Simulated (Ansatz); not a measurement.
# C2H6MgN radical: basis-set convergence

The task here is to estimate one member of a computed series from the others.

Method: one geometry, several basis sets; program: Ansatz 0.2.0, Gaussian basis.

Plan: PBE0-D4/def2-SVP; ωB97M-V/def2-SVP; PBE0-D4/def2-QZVPP; ωB97M-V/def2-QZVPP; the functionals' def2-TZVPP values are taken from earlier runs.

### The relaxed structure

An earlier PBE0-D4 in a triple-zeta def2 set relaxation fixed the geometry.

SMILES `C[N](C)[Mg]`, 10 atoms, charge 0, spin multiplicity 2.

Atoms are counted from 1 here; the program's logs count them from 0.

Bond lengths: C1–N2 1.437 Å, C1–H5 1.104 Å, C1–H6 1.097 Å, C1–H7 1.104 Å, N2–C3 1.437 Å, N2–Mg4 1.913 Å, C3–H8 1.097 Å, C3–H9 1.104 Å, C3–H10 1.104 Å. Angles: N2–C1–H5 112.5°, N2–C1–H6 111.4°, N2–C1–H7 112.4°, H5–C1–H6 106.9°, H5–C1–H7 106.4°, H6–C1–H7 106.9°, C1–N2–C3 111.0°, C1–N2–Mg4 124.5°, C3–N2–Mg4 124.5°, N2–C3–H8 111.4°, N2–C3–H9 112.4°, N2–C3–H10 112.5°, H8–C3–H9 106.9°, H8–C3–H10 106.9°, H9–C3–H10 106.4°.

The first run:

in.yaml

```yaml
crystal:
  periodic: [false, false, false]
  atoms:
    - {symbol: C, position_ang: [-0.423915, 1.110110, -0.128382]}
    - {symbol: N, position_ang: [-0.433048, -0.320711, -0.257221]}
    - {symbol: C, position_ang: [0.753749, -0.896187, 0.312235]}
    - {symbol: Mg, position_ang: [-1.837645, -1.325913, -1.079504]}
    - {symbol: H, position_ang: [0.438794, 1.574070, -0.638249]}
    - {symbol: H, position_ang: [-1.327179, 1.557054, -0.560623]}
    - {symbol: H, position_ang: [-0.376413, 1.438373, 0.924929]}
    - {symbol: H, position_ang: [0.754114, -1.988718, 0.218113]}
    - {symbol: H, position_ang: [0.859469, -0.667069, 1.387319]}
    - {symbol: H, position_ang: [1.675074, -0.532111, -0.175717]}
basis:
  gaussian: {orbitals: def2-SVP}
magnetization: {spin_polarized: true, initial_magnetization: 1}
hamiltonian: {xc: pbe0, dispersion: d4}
output: {orbitals: {seedname: orbitals}}
```

Command:

```bash
ansatz run in.yaml --threads 4 --pin off --events-out ev --progress --plain --max-ram 10444MiB
```

Steps of the session up to this table: PBE0-D4 in def2-SVP; ωB97M-V in def2-SVP; PBE0-D4 in def2-QZVPP; ωB97M-V in def2-QZVPP.

One of the session's tables, all rows but one given; the rest of the session is left out.

It belongs to the step «Density functionals: the series». 

| functional | basis | HOMO (eV) | LUMO (eV) |
| --- | --- | --- | --- |
| PBE0-D4 | def2-SVP | -5.17 | -2.29 |
| PBE0-D4 | def2-TZVPP | ? | ? |
| PBE0-D4 | def2-QZVPP | -5.21 | -2.31 |
| ωB97M-V | def2-SVP | -6.70 | -0.90 |
| ωB97M-V | def2-TZVPP | -6.73 | -0.89 |
| ωB97M-V | def2-QZVPP | -6.74 | -0.86 |

Estimate the missing values for PBE0-D4, def2-TZVPP.

As computed: HOMO (eV): -5.22; LUMO (eV): -2.33. In the column «HOMO (eV)» it lies between ωB97M-V, def2-SVP (-6.70) and PBE0-D4, def2-QZVPP (-5.21).
